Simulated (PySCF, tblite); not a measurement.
# B2BrCl2HN radical: geometry, infrared bands and EPR parameters

Wanted: the infrared bands and EPR parameters of B2BrCl2HN radical (`ClB[N]B(Cl)Br`), by calculation.

Computed with tblite 0.8.0 and PySCF 2.14.0, with density-fitted response routines of our own, on a single molecule in the gas phase. Atoms count from 0, in the outputs and in this text.

### Step 1. The starting structure

7 atoms, charge 0, multiplicity 2; geometry from: force field or distance geometry start.

Bonds of the start (Å): Cl0–B1 1.86, B1–N2 1.53, N2–B3 1.53, B3–Cl4 1.82, B3–Br5 2.01, B1–H6 1.18.

### Step 2. Relaxing the molecule with GFN2-xTB

Job settings and geometry (Å):

```
{"job": {"kind": "relax", "xc": "GFN2-xTB", "basis": "xTB"}, "charge": 0, "multiplicity": 2}
Cl    -1.174200     0.581700     1.635000
B     -1.304300    -0.345000     0.030500
N     -0.053800    -0.982600    -0.588800
B      1.158500    -0.058400    -0.486200
Cl     0.986400     1.751000    -0.641200
Br     2.604900    -0.751100     0.732900
H     -2.214100    -0.190800    -0.709300
```

Launch:

```sh
OMP_NUM_THREADS=1 python probes_run.py task.json out
```

One launch serves the whole session: the jobs run in the order shown.

Output:

```text
step      E/eV     max force
  0    -519.80748    4.803
  1    -520.43301    3.498
  2    -520.51430    6.349
  3    -520.93548    1.037
  4    -521.00370    0.639
  5    -521.07339    0.675
  6    -521.10158    0.706
  7    -521.27747    0.935
  8    -521.39351    1.293
  9    -521.45281    1.255
 10    -521.53895    0.776
 11    -521.59559    0.850
 12    -521.63779    0.835
 13    -521.66870    0.698
 14    -521.68584    0.401
 15    -521.69726    0.449
 16    -521.70713    0.469
 17    -521.72228    0.402
 18    -521.73611    0.299
 19    -521.74526    0.278
 20    -521.75253    0.273
 21    -521.76518    0.423
 22    -521.74179    1.094
 23    -521.79024    0.548
 24    -521.80451    0.533
 25    -521.83779    0.555
 26    -521.85192    0.297
 27    -521.85572    0.190
 28    -521.86124    0.134
 29    -521.86253    0.122
 30    -521.86384    0.094
 31    -521.86453    0.088
 32    -521.86527    0.091
 33    -521.86596    0.094
 34    -521.86699    0.108
 35    -521.86865    0.139
 36    -521.87145    0.196
 37    -521.87527    0.198
 38    -521.87837    0.203
 39    -521.88035    0.166
 40    -521.88244    0.174
 41    -521.88458    0.186
 42    -521.88621    0.125
 43    -521.88724    0.100
 44    -521.88803    0.102
 45    -521.88883    0.114
 46    -521.88986    0.122
 47    -521.89084    0.090
 48    -521.89148    0.095
 49    -521.89189    0.061
 50    -521.89228    0.050
 51    -521.89251    0.052
 52    -521.89269    0.040
 53    -521.89290    0.037
 54    -521.89310    0.033
 55    -521.89330    0.043
 56    -521.89350    0.051
 57    -521.89374    0.060
 58    -521.89415    0.074
 59    -521.89496    0.105
 60    -521.89642    0.144
 61    -521.89834    0.133
 62    -521.89961    0.033
 63    -521.89984    0.009
```

It took 0.43 s on 1 thread of Arm Neoverse V1, shared host.

Along the way: (not every step is listed)

```
step  energy from step 0 (eV)  largest force (eV/Å)
   0                   0.0000                4.8034
   1                  -0.6255                3.4984
   2                  -0.7068                6.3488
   3                  -1.1280                1.0368
   4                  -1.1962                0.6385
   5                  -1.2659                0.6746
   6                  -1.2941                0.7058
   7                  -1.4700                0.9350
   8                  -1.5860                1.2929
  13                  -1.8612                0.6979
  18                  -1.9286                0.2992
  23                  -1.9828                0.5476
  28                  -2.0538                0.1337
  33                  -2.0585                0.0945
  38                  -2.0709                0.2033
  43                  -2.0798                0.0996
  48                  -2.0840                0.0953
  53                  -2.0854                0.0370
  58                  -2.0867                0.0741
  59                  -2.0875                0.1055
  60                  -2.0889                0.1440
  61                  -2.0909                0.1335
  62                  -2.0921                0.0326
  63                  -2.0924                0.0091
```

Distances of close pairs at the start and the end, largest changes first:

```
  bond  before (Å)  after (Å)  change (Å)
 B1–N2       1.534      1.336      -0.198
 N2–B3       1.528      1.348      -0.180
Cl0–B1       1.857      1.722      -0.135
B3–Br5       2.014      1.923      -0.091
B3–Cl4       1.824      1.737      -0.087
 B1–H6       1.183      1.184      +0.001
```

The end geometry stands in the next job.

### Step 3. Vibrational analysis with GFN2-xTB

Job settings and geometry (Å):

```
{"job": {"kind": "ir", "xc": "GFN2-xTB", "basis": "xTB"}, "charge": 0, "multiplicity": 2}
Cl    -2.122576    -0.220180     1.763603
B     -1.344404    -0.173907     0.228103
N     -0.037717    -0.041844    -0.019340
B      1.247641     0.196149    -0.349378
Cl     1.761933     1.457314    -1.427704
Br     2.573980    -0.926834     0.474052
H     -2.075525    -0.285793    -0.696414
```

Output:

```text
mode    cm-1     km/mol
  1      32.6      1.26
  2      61.9      3.24
  3     129.2      2.45
  4     174.3      5.94
  5     267.9      3.24
  6     298.2     11.80
  7     398.7     48.32
  8     441.4     19.45
  9     600.7      7.90
 10     614.3     20.22
 11     663.8     95.94
 12     878.2      5.32
 13    1152.0     21.03
 14    1599.9    159.70
 15    2432.9      4.62
```

Wall time 0.22 s (1 thread of Arm Neoverse V1, shared host).

The strongest bands and the atoms that carry them (share of the mass-weighted mode):

```
cm⁻¹  km/mol                                  atoms
 298    11.8  N2 38 %, Br5 29 %, Cl0 15 %, Cl4 12 %
 399    48.3                       B3 67 %, N2 19 %
 441    19.4    N2 38 %, B3 21 %, B1 17 %, Cl4 15 %
 601     7.9              H6 36 %, B1 32 %, B3 23 %
 614    20.2              B3 34 %, B1 30 %, H6 23 %
 664    95.9             B1 39 %, B3 32 %, Cl0 14 %
1152    21.0                       B3 52 %, B1 46 %
1600   159.7              N2 64 %, B1 20 %, B3 15 %
```

### Step 4. EPR parameters: B3LYP/def2-TZVP-core+pcH-1

Settings changed since step 3:

```diff
@@ -1,2 +1,2 @@
-{"job": {"kind": "ir", "xc": "GFN2-xTB", "basis": "xTB"}, "charge": 0, "multiplicity": 2}
+{"job": {"kind": "epr", "basis": "pcH-1"}, "charge": 0, "multiplicity": 2}
 Cl    -2.122576    -0.220180     1.763603
```

Method: UKS B3LYP, def2-TZVP-core on Br, pcH-1 on B Cl H N, non-relativistic, mean-field spin-orbit, GIAO.

Output:

```text
UKS, coarse grid
  cycle   1  E = -3599.71009183  |g| = 1.60e+00
  cycle   2  E = -3599.62644600  |g| = 7.95e-01
  cycle   3  E = -3599.44209979  |g| = 8.46e-01
  cycle   4  E = -3599.76208117  |g| = 2.31e-01
  cycle   5  E = -3599.79071912  |g| = 5.39e-02
  cycle   6  E = -3599.79217433  |g| = 3.38e-02
  cycle   7  E = -3599.79286061  |g| = 8.44e-03
  cycle   8  E = -3599.79292706  |g| = 5.20e-03
  cycle   9  E = -3599.79295352  |g| = 1.35e-03
  cycle  10  E = -3599.79295678  |g| = 6.99e-04
UKS, final grid
  cycle   1  E = -3599.79294232  |g| = 4.98e-04
  cycle   2  E = -3599.79294239  |g| = 7.66e-04
  cycle   3  E = -3599.79294272  |g| = 1.83e-04
  cycle   4  E = -3599.79294280  |g| = 1.18e-04
  cycle   5  E = -3599.79294288  |g| = 6.52e-05
  cycle   6  E = -3599.79294290  |g| = 2.56e-05
  cycle   7  E = -3599.79294290  |g| = 8.42e-06
E = -3599.79294290 Eh   <S^2> = 0.7559 (exact 0.7500)
g shifts (ppm)      1          2          3
  rmc          -246       -246       -246
  gc             35         57         17
  oz_so       -3206       9114      39282
  total       -3399       8945      39085
hyperfine (MHz)  atom isotope    a_iso     a_fc   dipolar eigenvalues
    0  35Cl      11.13      10.50    -14.56    -13.17     27.73
    1   11B     -35.37     -35.41     -8.93     -1.48     10.41
    2   14N      21.86      22.39    -35.69    -32.53     68.22
    3   11B     -31.89     -32.10     -4.57     -3.50      8.07
    4  35Cl       3.68       3.56    -12.19    -11.15     23.34
    5  79Br      30.07       2.31   -114.69   -111.41    226.10
    6    1H     199.48     199.45     -6.67     -1.99      8.66
```

Run time: 2.5 min. Hardware: 1 thread of Arm Neoverse V1, shared host; peak memory 1.1 GiB.

Principal g values 1.99892, 2.01126, 2.04140; g(iso) = 2.01720, against 2.00232 for a free electron.

Hyperfine couplings, nucleus by nucleus at this fixed geometry (no averaging over rotations):

```
nuclei  isotope  a(iso) (MHz)  a(iso) (G, at g = 2.0023)  largest dipolar term (MHz)
    H6       1H         199.5                       71.2                         8.7
    B1      11B         -35.4                      -12.6                        10.4
    B3      11B         -31.9                      -11.4                         8.1
   Br5     79Br          30.1                       10.7                       226.1
    N2      14N          21.9                        7.8                        68.2
   Cl0     35Cl          11.1                        4.0                        27.7
   Cl4     35Cl           3.7                        1.3                        23.3
```

Mulliken spin populations:

```
atom  value (e)
 Cl0       0.06
  B1      -0.05
  N2       0.76
  B3      -0.05
 Cl4       0.06
 Br5       0.13
  H6       0.10
```

In first order the couplings over 0.8 MHz of 1H, 11B, 79Br, 14N, 35Cl give 6144 distinct lines over 206.8 G.

The fields below are evaluated on a grid from the run's orbitals.

ELF in a plane through or near 3 of the atoms.

Values, 10 rows by 14 columns:
```
0.00 0.00 0.00 0.00 0.00 0.00 0.00 0.00 0.00 0.00 0.00 0.00 0.00 0.00
0.00 0.00 0.01 0.09 0.17 0.12 0.01 0.00 0.00 0.00 0.00 0.00 0.00 0.00
0.00 0.01 0.23 0.71 0.83 0.69 0.15 0.00 0.02 0.40 0.19 0.00 0.00 0.00
0.00 0.09 0.64 0.89 0.65 0.69 0.05 0.07 0.20 0.97 0.85 0.02 0.00 0.00
0.00 0.02 0.35 0.69 0.81 0.46 0.65 0.70 0.49 0.82 0.43 0.03 0.03 0.00
0.00 0.01 0.04 0.17 0.57 0.43 0.88 0.23 0.65 0.27 0.66 0.72 0.49 0.05
0.00 0.20 0.76 0.63 0.26 0.68 0.14 0.45 0.18 0.70 0.82 0.88 0.57 0.06
0.00 0.16 0.74 0.52 0.25 0.82 0.32 0.01 0.01 0.59 0.77 0.63 0.21 0.01
0.00 0.02 0.23 0.63 0.77 0.73 0.34 0.00 0.00 0.11 0.16 0.07 0.01 0.00
0.00 0.00 0.00 0.05 0.11 0.08 0.01 0.00 0.00 0.00 0.00 0.00 0.00 0.00
```
The map spans 10.2 Å across and 8.4 Å up, centred on the molecule. Atoms in the plane (x, y in Å): B1 (1.4, 0.1), N2 (0.0, 0.0), B3 (-1.3, 0.0).

On the surface of density 0.002 e/bohr³ the electrostatic potential runs, from the 1st to the 99th percentile, from -0.27 V near Cl0 to 1.27 V near B3.

The spin density lies nearest to N2 61 %; Br5 12 %; H6 9 %.

### Step 5. Results

| quantity | value |
| --- | --- |
| strongest single infrared mode (GFN2-xTB) | 1600 cm⁻¹, 160 km/mol |
| zero-point energy (GFN2-xTB) | 13.9 kcal/mol |
| g(iso) (B3LYP) | 2.01720 |
| ⟨S²⟩ | 0.756 (exact 0.75) |
| largest a(iso) | 1H on H6, 199.5 MHz |
| potential on the surface of density 0.002 e/bohr³, 1st and 99th percentile | -0.27 V and 1.27 V |

The optimisation took 63 steps and gained 2.092 eV; among the close pairs (by a distance rule), B1–N2 changed most, from 1.534 to 1.336 Å. All 15 modes are real, so the xTB geometry is a minimum. The strongest single mode, at 1600 cm⁻¹, moves mainly N2. Unscaled tight-binding wavenumbers are off by several per cent, some by more. Its intensities can rank the bands wrongly. N2 carries the largest spin population, 0.76 e. The isotropic g lies 14.9 ppt above the free-electron value. The hyperfine terms hold no scalar relativity, which the heavier nuclei need. These values are for one conformer; the search (at its own cheap level) found 2 more, at 0.15, 0.15 kcal/mol, and measured spectra average over such forms.
